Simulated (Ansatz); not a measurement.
# A workflow on C2H4O2Si (SMILES C=C1O[SiH2]O1)

Aim: a series of 16 runs (HF/STO-3G, UHF/STO-3G, HF/3-21G, UHF/3-21G, HF/6-31G*, B3LYP/6-31G*, PBE/def2-SVP, MP2/6-31G*) of C2H4O2Si. 

The calculation is run with Ansatz 0.2.0.

## Step 1: The molecule

C2H4O2Si has 9 atoms, charge 0, and is taken as a singlet. As SMILES, `C=C1O[SiH2]O1`. Geometry: relaxed at PBE0-D4/def2-TZVP. The run starts from this shape.

Bond lengths: C1–C2 1.319 Å, C2–O3 1.381 Å, O3–Si4 1.676 Å, C2–O5 1.381 Å, Si4–O5 1.676 Å, C1–H6 1.079 Å, C1–H7 1.079 Å, Si4–H8 1.478 Å, Si4–H9 1.478 Å. Some angles: C1–C2–O3 128.1°, C1–C2–O5 128.1°, O3–C2–O5 103.9°, C2–O3–Si4 87.6°, O3–Si4–O5 80.9°, C2–O5–Si4 87.6°, C2–C1–H6 119.7°, C2–C1–H7 119.7°, O3–Si4–H8 115.3°, O3–Si4–H9 115.3°.

## Step 2: A geometry optimisation at HF/STO-3G (start density atoms) (run 1)

in.yaml reads:

```yaml
crystal:
  periodic: [false, false, false]
  atoms:
    - {symbol: C, position_ang: [0.527300, 1.358500, -1.129600]}
    - {symbol: C, position_ang: [0.157300, 0.383100, -0.322900]}
    - {symbol: O, position_ang: [-0.585200, 0.473600, 0.838200]}
    - {symbol: Si, position_ang: [-0.440000, -1.190500, 0.978300]}
    - {symbol: O, position_ang: [0.421700, -0.967300, -0.442100]}
    - {symbol: H, position_ang: [0.243100, 2.374800, -0.904500]}
    - {symbol: H, position_ang: [1.111300, 1.132600, -2.008400]}
    - {symbol: H, position_ang: [-1.701100, -1.949600, 0.840800]}
    - {symbol: H, position_ang: [0.354100, -1.661500, 2.132900]}
basis:
  gaussian:
    orbitals: STO-3G
total_charge: 0
hamiltonian:
  xc: hf
relax:
  f_tol: 0.002
output: {orbitals: {seedname: orbitals}}
```

Launch:

```
ansatz run in.yaml --threads 1 --pin off --max-ram 3480MiB --events-out events.jsonl --progress --plain --runs-dir runs
```

Log:

```text
Warning: RAYON_NUM_THREADS=1 ignored (pool sized by the plan → 1); use --threads N
The last accepted step is kept in runs//last_step.txt (removed where the run ends without a failure and the disk answers)
[... 50 lines left out ...]
Total energy: -13889.30219063 eV, -510.4224409985 hartree
[... 9 lines left out ...]
Dipole moment:    -0.159130    -0.419175     0.346589 e Å
```

Run time: 12 s. Hardware: 1 thread of Arm Neoverse N1, shared host; peak memory 0.1 GiB.

Step by step:

| step | energy from the first frame kept (eV) | largest force (eV/Å) |
| --- | --- | --- |
| 1 | 0.0000 | 3.9673 |
| 2 | -0.1719 | 0.9252 |
| 3 | -0.1872 | 0.1349 |
| 4 | -0.1874 | 0.1068 |
| 5 | -0.1877 | 0.0080 |
| 6 | -0.1877 | 0.0019 |

After the run. Bond lengths: C1–C2 1.312 Å, C2–O3 1.409 Å, O3–Si4 1.709 Å, C2–O5 1.409 Å, Si4–O5 1.709 Å, C1–H6 1.076 Å, C1–H7 1.076 Å, Si4–H8 1.424 Å, Si4–H9 1.424 Å. Some angles: C1–C2–O3 128.9°, C1–C2–O5 128.9°, O3–C2–O5 102.2°, C2–O3–Si4 88.9°, O3–Si4–O5 79.9°, C2–O5–Si4 88.9°, C2–C1–H6 120.8°, C2–C1–H7 120.8°, O3–Si4–H8 115.7°, O3–Si4–H9 115.7°.

## Step 3: The harmonic vibrations at HF/STO-3G (start density atoms) (run 2)

input.yaml reads:

```yaml
crystal:
  periodic: [false, false, false]
  atoms:
    - symbol: C
      position_ang: [0.531930, 1.370342, -1.139281]
    - symbol: C
      position_ang: [0.163604, 0.399819, -0.336733]
    - symbol: O
      position_ang: [-0.592802, 0.472215, 0.850347]
    - symbol: Si
      position_ang: [-0.452658, -1.223837, 1.005857]
    - symbol: O
      position_ang: [0.423159, -0.981564, -0.441438]
    - symbol: H
      position_ang: [0.258788, 2.390547, -0.932893]
    - symbol: H
      position_ang: [1.114368, 1.166214, -2.020824]
    - symbol: H
      position_ang: [-1.665483, -1.958384, 0.878660]
    - symbol: H
      position_ang: [0.307594, -1.681652, 2.119005]
basis:
  gaussian:
    orbitals: STO-3G
hamiltonian:
  xc: hf
phonons:
  temperatures: {t_min: 298.15, t_max: 298.15, t_step: 1}
```

Launch:

```
ansatz run input.yaml --threads 1 --pin off --max-ram 3480MiB --events-out events.jsonl --progress --plain --runs-dir runs
```

Log:

```text
Warning: RAYON_NUM_THREADS=1 ignored (pool sized by the plan → 1); use --threads N
[... 295 lines left out ...]
Total energy: -13889.30220606 eV, -510.4224415654 hartree
[... 9 lines left out ...]
Dipole moment:    -0.159129    -0.419175     0.346588 e Å
Vibrations: 150.45 395.70 651.27 703.45 709.40 789.83 823.75 870.69 999.45 1016.08 1031.40 1044.00 1094.84 1235.17 1518.22 1681.83 2103.79 2868.92 2908.42 3675.89 3841.20 cm⁻¹, zero-point energy 1.866815 eV
```

Run time: 51 s. Hardware: 1 thread of Arm Neoverse N1, shared host; peak memory 0.082 GiB.

Runs 3 to 15 aren't shown in full; the table further down has their settings and results.

## Step 4: The harmonic vibrations at MP2/6-31G(d) (Cartesian functions, start density atoms) (run 16)

input.yaml reads:

```yaml
crystal:
  periodic: [false, false, false]
  atoms:
    - symbol: C
      position_ang: [0.532169, 1.371191, -1.140050]
    - symbol: C
      position_ang: [0.159423, 0.388890, -0.327726]
    - symbol: O
      position_ang: [-0.594241, 0.486205, 0.849490]
    - symbol: Si
      position_ang: [-0.445278, -1.204406, 0.989795]
    - symbol: O
      position_ang: [0.430437, -0.980077, -0.453410]
    - symbol: H
      position_ang: [0.248096, 2.389076, -0.915456]
    - symbol: H
      position_ang: [1.116905, 1.145883, -2.020134]
    - symbol: H
      position_ang: [-1.704221, -1.965254, 0.855944]
    - symbol: H
      position_ang: [0.345210, -1.677807, 2.144247]
basis:
  gaussian: {orbitals: "6-31G*"}
phonons: {temperatures: {t_min: 298.15, t_max: 298.15, t_step: 1}}
correlation: {method: mp2}
```

Launch:

```
ansatz run input.yaml --threads 1 --pin off --max-ram 3480MiB --events-out events.jsonl --progress --plain --runs-dir runs
```

Log:

```text
Warning: RAYON_NUM_THREADS=1 ignored (pool sized by the plan → 1); use --threads N
[... 41 lines left out ...]
9 core orbitals not correlated: weight in the atoms' cores, before any rotation towards them, 1.000 or more for the frozen orbitals, at most 0.000 for the correlated occupied ones
[... 93 lines left out ...]
9 core orbitals not correlated: weight in the atoms' cores, before any rotation towards them, 1.000 or more for the frozen orbitals, at most 0.000 for the correlated occupied ones
[... 93 lines left out ...]
9 core orbitals not correlated: weight in the atoms' cores, before any rotation towards them, 1.000 or more for the frozen orbitals, at most 0.000 for the correlated occupied ones
[... 94 lines left out ...]
9 core orbitals not correlated: weight in the atoms' cores, before any rotation towards them, 1.000 or more for the frozen orbitals, at most 0.000 for the correlated occupied ones
[... 92 lines left out ...]
Dipole moment:    -0.116784    -0.307699     0.254437 e Å
[... 1 line left out ...]
Checks for a lower state left out: cluster_reference
```

Run time: 4.6 min. Hardware: 1 thread of Arm Neoverse N1, shared host; peak memory 0.18 GiB.

## Step 5: All runs side by side

| run | level | task | walk f tol | partner | energy (Eh) | dipole moment (D) | wall time |
| --- | --- | --- | --- | --- | --- | --- | --- |
| 1 | HF/STO-3G (start density atoms) | optimise | 0.002 | base | -510.422441 | 2.72 | 12 s |
| 2 | HF/STO-3G (start density atoms) | frequencies | – | base | -510.422442 | 2.72 | 51 s |
| 3 | UHF/STO-3G (start density atoms) | energy | – | cation | -510.219602 | – | 1.6 s |
| 4 | UHF/STO-3G (start density atoms) | optimise | – | cation | -510.255086 | – | 16 s |
| 5 | HF/3-21G (start density atoms) | optimise | 0.002 | base | -513.934296 | 2.55 | 12 s |
| 6 | HF/3-21G (start density atoms) | frequencies | – | base | -513.934295 | 2.55 | 31 s |
| 7 | UHF/3-21G (start density atoms) | energy | – | cation | -513.636944 | – | 1.3 s |
| 8 | UHF/3-21G (start density atoms) | optimise | – | cation | -513.667093 | – | 13 s |
| 9 | HF/6-31G* (Cartesian functions, start density atoms) | optimise | 0.002 | base | -516.725806 | 2.29 | 19 s |
| 10 | HF/6-31G* (Cartesian functions, start density atoms) | frequencies | – | base | -516.725806 | 2.29 | 2.3 min |
| 11 | B3LYP/6-31G* (Cartesian functions, start density atoms) | optimise | 0.002 | base | -518.570383 | 2.04 | 40 s |
| 12 | B3LYP/6-31G* (Cartesian functions, start density atoms) | frequencies | – | base | -518.570383 | 2.04 | 4 min |
| 13 | PBE/def2-SVP (start density atoms) | optimise | 0.002 | base | -517.900351 | 2.27 | 28 s |
| 14 | PBE/def2-SVP (start density atoms) | frequencies | – | base | -517.900351 | 2.27 | 2.5 min |
| 15 | MP2/6-31G* (Cartesian functions, start density atoms) | optimise | 0.002 | base | -517.405246 | 2.00 | 35 s |
| 16 | MP2/6-31G* (Cartesian functions, start density atoms) | frequencies | – | base | -517.405246 | 2.00 | 4.6 min |

## Step 6: Outcome

| quantity | value |
| --- | --- |
| run 16, MP2/6-31G*: total energy | -517.40525 Eh |
| run 16, MP2/6-31G*: dipole moment (correlated density) | 2.00 D |
| run 16, MP2/6-31G*: correlation energy (9 core orbitals frozen) | -683.4 mEh |
| run 16, MP2/6-31G*: largest force on an atom | 0.001 eV/Å |
| run 16, MP2/6-31G*: lowest harmonic wavenumber | 146 cm⁻¹ |
| run 16, MP2/6-31G*: highest harmonic wavenumber | 3371 cm⁻¹ |
| run 16, MP2/6-31G*: zero-point energy | 153.9 kJ/mol |
| vertical ionisation energy (to the doublet cation), HF/STO-3G | 5.520 eV |
| vertical ionisation energy (to the doublet cation), HF/3-21G | 8.091 eV |
| adiabatic ionisation energy (to the doublet cation, no zero-point term), HF/STO-3G | 4.554 eV |
| adiabatic ionisation energy (to the doublet cation, no zero-point term), HF/3-21G | 7.271 eV |

**Reading.** At HF/STO-3G: the vertical ionisation energy comes to 5.52 eV (533 kJ/mol). Its partner is spin-contaminated (⟨S²⟩ = 0.95 against 0.75), so the difference is in doubt. In a minimal basis such a difference can be off by several eV, whatever the method. At HF/3-21G: the vertical ionisation energy comes to 8.09 eV (781 kJ/mol). At HF/STO-3G: the adiabatic ionisation energy (to the doublet cation, no zero-point term) is 4.55 eV (105 kcal/mol). At HF/3-21G: the adiabatic ionisation energy (to the doublet cation, no zero-point term) is 7.27 eV (168 kcal/mol). Totals of different functionals can't be ranked against each other. In runs 1, 2, 3, 4 the basis is minimal, so the values are rough. Spin contamination of the reference: run 3 ⟨S²⟩ = 0.95. All runs together took 18 min, the longest 4.6 min.
